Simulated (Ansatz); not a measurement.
# C12H10F2Si: how energies converge with the basis set

The task here is to estimate one member of a computed series from the others.

The runs use Ansatz 0.2.0, Gaussian basis; one geometry, several basis sets.

Plan: PBE0-D4/def2-SVP; ωB97M-V/def2-SVP; PBE0-D4/def2-QZVPP; ωB97M-V/def2-QZVPP; the functionals' def2-TZVPP values are taken from earlier runs.

## The relaxed structure

All runs share one geometry, relaxed beforehand with PBE0-D4 in a triple-zeta def2 set.

SMILES `F[Si](F)(c1ccccc1)c1ccccc1`, 25 atoms, charge 0, spin multiplicity 1.

Atoms are counted from 1 here; the program's logs count them from 0.

Bond lengths: F1–Si2 1.594 Å, Si2–F3 1.594 Å, Si2–C4 1.846 Å, Si2–C10 1.846 Å, C4–C5 1.397 Å, C4–C9 1.396 Å, C5–C6 1.385 Å, C5–H16 1.086 Å, C6–C7 1.388 Å, C6–H17 1.084 Å, C7–C8 1.387 Å, C7–H18 1.084 Å, C8–C9 1.386 Å, C8–H19 1.084 Å, C9–H20 1.085 Å, C10–C11 1.396 Å, C10–C15 1.397 Å, C11–C12 1.386 Å and more. Angles: F1–Si2–F3 105.2°, F1–Si2–C4 107.5°, F1–Si2–C10 111.3°, F3–Si2–C4 111.3°, F3–Si2–C10 107.5°, C4–Si2–C10 113.8°, Si2–C4–C5 120.2°, Si2–C4–C9 121.3°, C5–C4–C9 118.5°, C4–C5–C6 120.8°, C4–C5–H16 119.9°, C6–C5–H16 119.3°, C5–C6–C7 119.9°, C5–C6–H17 120.0°, C7–C6–H17 120.1°, C6–C7–C8 120.1°, C6–C7–H18 120.0°, C8–C7–H18 120.0° and more.

Set-up of the first run:

File in.yaml:

```yaml
crystal:
  periodic: [false, false, false]
  atoms:
    - {symbol: F, position_ang: [1.786268, -1.599169, 1.558780]}
    - {symbol: Si, position_ang: [0.907465, -1.286573, 0.265991]}
    - {symbol: F, position_ang: [1.132008, -2.531980, -0.703470]}
    - {symbol: C, position_ang: [-0.853462, -1.167358, 0.808367]}
    - {symbol: C, position_ang: [-1.810524, -0.594815, -0.032952]}
    - {symbol: C, position_ang: [-3.138119, -0.511982, 0.354501]}
    - {symbol: C, position_ang: [-3.527578, -0.998137, 1.594341]}
    - {symbol: C, position_ang: [-2.589519, -1.565087, 2.444459]}
    - {symbol: C, position_ang: [-1.262162, -1.648467, 2.053931]}
    - {symbol: C, position_ang: [1.518788, 0.217569, -0.613272]}
    - {symbol: C, position_ang: [2.341316, 0.115795, -1.737117]}
    - {symbol: C, position_ang: [2.804632, 1.252603, -2.380809]}
    - {symbol: C, position_ang: [2.450882, 2.508384, -1.909673]}
    - {symbol: C, position_ang: [1.631555, 2.627749, -0.796264]}
    - {symbol: C, position_ang: [1.168252, 1.490051, -0.155567]}
    - {symbol: H, position_ang: [-1.514156, -0.202061, -1.000826]}
    - {symbol: H, position_ang: [-3.869931, -0.065750, -0.309124]}
    - {symbol: H, position_ang: [-4.565722, -0.932051, 1.900062]}
    - {symbol: H, position_ang: [-2.893048, -1.941541, 3.414677]}
    - {symbol: H, position_ang: [-0.532987, -2.088100, 2.725938]}
    - {symbol: H, position_ang: [2.617429, -0.863041, -2.114225]}
    - {symbol: H, position_ang: [3.441705, 1.159232, -3.252928]}
    - {symbol: H, position_ang: [2.812531, 3.397680, -2.413596]}
    - {symbol: H, position_ang: [1.351948, 3.608696, -0.429338]}
    - {symbol: H, position_ang: [0.519231, 1.594151, 0.708613]}
basis:
  gaussian: {orbitals: def2-SVP}
hamiltonian: {xc: pbe0, dispersion: d4}
output: {orbitals: {seedname: orbitals}}
```

Started as:

```
$ ansatz run in.yaml --threads 11 --pin off --events-out ev --progress --plain --max-ram 174080MiB --backend cpu
```

Steps of the session up to this table: PBE0-D4 in def2-SVP; ωB97M-V in def2-SVP; PBE0-D4 in def2-QZVPP; ωB97M-V in def2-QZVPP.

One of the session's tables, all rows but one given; the rest of the session is left out.

It belongs to the step «Density functionals: the series». 

| functional | basis | HOMO (eV) |
| --- | --- | --- |
| PBE0-D4 | def2-SVP | ? |
| PBE0-D4 | def2-TZVPP | -7.54 |
| PBE0-D4 | def2-QZVPP | -7.56 |
| ωB97M-V | def2-SVP | -9.61 |
| ωB97M-V | def2-TZVPP | -9.62 |
| ωB97M-V | def2-QZVPP | -9.63 |

Estimate the missing values for PBE0-D4, def2-SVP.

**Answer.** HOMO (eV): -7.53. In the column «HOMO (eV)» it is the highest.
